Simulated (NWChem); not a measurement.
**CH3GaS (SMILES [CH2]1[S][GaH]1) at 3 levels**

Wanted: a comparison of 3 runs (HF/STO-3G, HF/3-21G, B3LYP/6-31G*) of CH3GaS. 

The results are computed with NWChem 7.3.0.

**1. Starting point**

The species is CH3GaS (6 atoms), meant as a singlet with charge 0. As SMILES, `[CH2]1[S][GaH]1`. The shape comes from GFN2-xTB, which is rough for such elements, and wasn't checked as a minimum.

Bond lengths: C1–Ga3 1.981 Å, S2–Ga3 2.171 Å, C1–H4 1.088 Å, C1–H5 1.088 Å, Ga3–H6 1.561 Å. Angles: C1–Ga3–S2 57.7°, C1–Ga3–H6 151.3°, S2–Ga3–H6 151.0°, Ga3–C1–H4 124.2°, Ga3–C1–H5 124.2°, H4–C1–H5 111.0°. A long bond or contact: C1–S2 2.009 Å.

**2. Energy and gradient at HF/STO-3G (run 1)**

nw.xyz reads:

```xyz
6
CH3GaS gradient
C     -0.417640     0.080650    -0.719480
S      0.615750    -1.552450    -0.170900
Ga     0.451480     0.232710     1.054040
H     -1.449600    -0.230400    -0.870360
H      0.021250     0.438830    -1.648680
H      0.778760     1.030660     2.355380
```

nw.nw reads:

```
start nw
title "CH3GaS gradient"
memory stack 880 mb heap 220 mb global 1100 mb
geometry units angstroms noautosym nocenter noautoz
load format xyz nw.xyz
end
basis "ao basis" spherical bse
* library STO-3G
end
scf
nopen 0
rhf
thresh 1e-08
maxiter 80
end
task scf gradient
```

Launch:

```bash
$ nwchem nw.nw > nw.out
```

What it wrote:

```text
[...]
  functions       =    35
[...]
  wavefunction    = RHF
[...]
         Total SCF energy =  -2333.173412155569
      One-electron energy =  -3736.273813609439
      Two-electron energy =   1168.482738680939
 Nuclear repulsion energy =    234.617662772931
        Time for solution =      3.8s
[...]
                         RHF ENERGY GRADIENTS
    atom               coordinates                        gradient
                 x          y          z           x          y          z
   1 C      -0.789225   0.152406  -1.359620   -0.062517   0.069910  -0.058173
   2 S       1.163599  -2.933705  -0.322954    0.036669  -0.099061  -0.015915
   3 Ga      0.853173   0.439758   1.991847    0.008862   0.007411   0.023383
   4 H      -2.739347  -0.435393  -1.644742   -0.001523  -0.009728  -0.003926
   5 H       0.040157   0.829268  -3.115553    0.003660  -0.007385  -0.006642
   6 H       1.471643   1.947665   4.451023    0.014848   0.038853   0.061272
[...]
```

It took 5.7 s on 1 thread of Intel Xeon Platinum 8488C (Sapphire Rapids), shared host; peak memory 0.096 GiB.

**3. Energy and forces at HF/3-21G (run 2)**

ch3gas.nw reads:

```
start ch3gas
title "CH3GaS"
memory total 2200 mb

geometry units angstroms noautosym nocenter noautoz
C       -0.417640       0.080650      -0.719480
S        0.615750      -1.552450      -0.170900
Ga       0.451480       0.232710       1.054040
H       -1.449600      -0.230400      -0.870360
H        0.021250       0.438830      -1.648680
H        0.778760       1.030660       2.355380
end

basis spherical bse
* library 3-21G
end

scf
thresh 1e-08
maxiter 80
end

task scf gradient
```

Launch:

```bash
$ nwchem ch3gas.nw > ch3gas.out
```

What it wrote:

```text
[...]
  functions       =    50
[...]
  wavefunction    = RHF
[...]
         Total SCF energy =  -2348.771132237455
      One-electron energy =  -3742.071720312321
      Two-electron energy =   1158.682925301935
 Nuclear repulsion energy =    234.617662772931
        Time for solution =      2.7s
[...]
                         RHF ENERGY GRADIENTS
    atom               coordinates                        gradient
                 x          y          z           x          y          z
   1 C      -0.789225   0.152406  -1.359620    0.000819   0.004299   0.005136
   2 S       1.163599  -2.933705  -0.322954   -0.006338   0.025976   0.010337
   3 Ga      0.853173   0.439758   1.991847    0.009428  -0.024293  -0.002980
   4 H      -2.739347  -0.435393  -1.644742   -0.007901  -0.007125  -0.004840
   5 H       0.040157   0.829268  -3.115553    0.003624  -0.001899  -0.010919
   6 H       1.471643   1.947665   4.451023    0.000368   0.003043   0.003265
[...]
```

Run time: 5.1 s. Hardware: 1 thread of Intel Xeon Platinum 8488C (Sapphire Rapids), shared host; peak memory 0.098 GiB.

**4. Energy and forces at B3LYP/6-31G(d) (Cartesian functions) (run 3)**

struct.nw reads:

```
start struct
title "CH3GaS"
memory total 2200 mb

geometry noautosym nocenter noautoz
  C       -0.417640       0.080650      -0.719480
  S        0.615750      -1.552450      -0.170900
  Ga       0.451480       0.232710       1.054040
  H       -1.449600      -0.230400      -0.870360
  H        0.021250       0.438830      -1.648680
  H        0.778760       1.030660       2.355380
end

basis cartesian
  * library 6-31G*
end

dft
  xc b3lyp
  grid xfine
  convergence energy 1e-08
  maxiter 100
  mulliken
  noprint "final vectors analysis"
end

task dft gradient
```

Launch:

```bash
$ nwchem struct.nw > struct.out
```

What it wrote:

```text
[...]
          Wavefunction type:  closed shell.
          No. of atoms     :     6
          No. of electrons :    56
[...]
          Charge           :     0
          Spin multiplicity:     1
[...]
          AO basis - number of functions:    75
[...]
              XC Information
              --------------
                         B3LYP Method XC Potential
                     Hartree-Fock (Exact) Exchange  0.200
                        Slater Exchange Functional  0.800 local
                    Becke 1988 Exchange Functional  0.720 non-local
              Lee-Yang-Parr Correlation Functional  0.810
                  VWN I RPA Correlation Functional  0.190 local
[...]
 d= 0,ls=0.0,diis     1  -2362.6413276771 -2.60D+03  2.14D-02  9.22D-01     3.8
[...]
 d= 0,ls=0.0,diis    11  -2362.7017924499 -2.78D-09  8.65D-07  2.62D-09    27.4
         Total DFT energy =    -2362.701792449893
      One electron energy =    -3753.481468236740
           Coulomb energy =     1263.417947032071
    Exchange-Corr. energy =     -107.255934018155
 Nuclear repulsion energy =      234.617662772931
[...]
      Total Density - Mulliken Population Analysis
     ---------------------------------------------
    Atom       Charge   Shell Charges
 -----------   ------   -------------------------------------------------------
    1 C    6     6.46   1.99  0.69  1.97  0.71  1.08  0.02
    2 S   16    16.06   2.00  1.99  5.97  1.44  2.95  0.49  1.23 -0.01
    3 Ga  31    30.95   2.00  1.99  6.00  1.95  5.99  1.28  1.51  0.06  0.09  6.85  2.95  0.27
    4 H    1     0.81   0.52  0.29
    5 H    1     0.81   0.52  0.29
    6 H    1     0.92   0.47  0.45
[...]
  wavefunction    = closed shell
                         DFT ENERGY GRADIENTS
    atom               coordinates                        gradient
                 x          y          z           x          y          z
   1 C      -0.789225   0.152406  -1.359620   -0.008402   0.016662  -0.001660
   2 S       1.163599  -2.933705  -0.322954    0.002579  -0.004306   0.001148
   3 Ga      0.853173   0.439758   1.991847    0.005192  -0.007880   0.003142
   4 H      -2.739347  -0.435393  -1.644742    0.001611  -0.003856  -0.004106
   5 H       0.040157   0.829268  -3.115553   -0.001135  -0.005120  -0.002632
   6 H       1.471643   1.947665   4.451023    0.000156   0.004500   0.004107
[...]
```

Wall time 39 s (1 thread of Intel Xeon Platinum 8488C (Sapphire Rapids), shared host); peak memory 0.13 GiB.

**5. All runs side by side**

```
run                               level  Cartesian functions  iteration cap   energy (Eh)  dipole moment (D)  HOMO energy (eV)  LUMO energy (eV)  wall time
  1                           HF/STO-3G                   no             80  -2333.173412               1.12             -6.65              4.73      5.7 s
  2                            HF/3-21G                   no             80  -2348.771132               3.80             -9.35              1.12      5.1 s
  3  B3LYP/6-31G* (Cartesian functions)                  yes            100  -2362.701792               2.22                 –                 –       39 s
```

**6. Results**

| quantity | value |
| --- | --- |
| run 3: total energy | -2362.70179 Eh |
| run 3: dipole moment | 2.22 D |
| run 3: largest force on an atom | 0.963 eV/Å |

**Reading.** The dipole moment (its size) runs from 1.12 D (HF/STO-3G) to 3.80 D (HF/3-21G). In run 1 the basis is minimal, so the values are rough. All runs together took 50 s, the longest 39 s.
